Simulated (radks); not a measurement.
**Rh⁺ in [Kr] 4d8: an all-electron calculation**

One table from this session's results is given with a row withheld; the runs are named, their logs left out.

The numbers are computed with radks (a radial shooting solver on a logarithmic mesh, Libxc functionals) version 1 (scalar-relativistic Kohn-Sham, PBE, spin-polarised, spherical densities, finite nucleus; open shells are filled with parallel spins first), except any that are marked as measured or tabulated.

## The atom as given

| Quantity | Value |
| --- | --- |
| element | rhodium (Z = 45) |
| charge | +1 |
| electrons | 44 |
| configuration | [Kr] 4d8 |
| nuclear rms radius | 4.4945 fm |

Outer shells as boxes (Hund's rule):

Rh⁺
```
[Kr] core
4d [↑↓][↑↓][↑↓][↑ ][↑ ]
```

Set-up of the first run:

Settings of this run:

```text
Z 45
configuration [Kr] 4d8
relativity scalar-relativistic
functional pbe,pbe
spin polarised
nucleus finite rms 4.4945 fm
c 137.035999084
```

Command:

```
> python run_ks.py task.json out
```

This one command runs every case of the session in turn.

One of the session's tables, all rows but one given; the rest of the session is left out.

It belongs to the step «Orbitals and density». Sizes of the orbitals, from the radial functions (bohr):

| level | <r> | outermost maximum (interpolated) | 90 % within | nodes |
| --- | --- | --- | --- | --- |
| 1s down | 0.03263 | 0.0212 | 0.0585 | 0 |
| 1s up | 0.03263 | 0.0212 | 0.0585 | 0 |
| 2s up | 0.1419 | 0.120 | 0.219 | 1 |
| 2s down | 0.1419 | 0.120 | 0.219 | 1 |
| 2p up | 0.1237 | 0.0958 | 0.201 | 0 |
| 2p down | 0.1237 | 0.0958 | 0.201 | 0 |
| 3s up | 0.3907 | 0.351 | 0.576 | 2 |
| 3s down | 0.3907 | 0.351 | 0.576 | 2 |
| 3p up | 0.3905 | 0.345 | 0.588 | 1 |
| 3p down | 0.3905 | 0.345 | 0.588 | 1 |
| 3d up | 0.3704 | 0.291 | 0.588 | 0 |
| 3d down | 0.3704 | 0.291 | 0.588 | 0 |
| 4s up | 0.9818 | 0.882 | 1.43 | 3 |
| 4s down | 0.9802 | 0.881 | 1.43 | 3 |
| 4p up | 1.083 | 0.946 | 1.61 | 2 |
| 4p down | 1.082 | 0.944 | 1.60 | 2 |
| 4d up | ? | ? | ? | ? |
| 4d down | 1.559 | 1.15 | 2.53 | 1 |

Estimate the missing values for 4d up.

The run gave: <r>: 1.535; outermost maximum (interpolated): 1.15; 90 % within: 2.47; nodes: 1. In the column «<r>» it lies between 4p up (1.083) and 4d down (1.559).

To keep in mind: Open shells are spherical and high-spin; term and fine-structure splittings are not resolved.
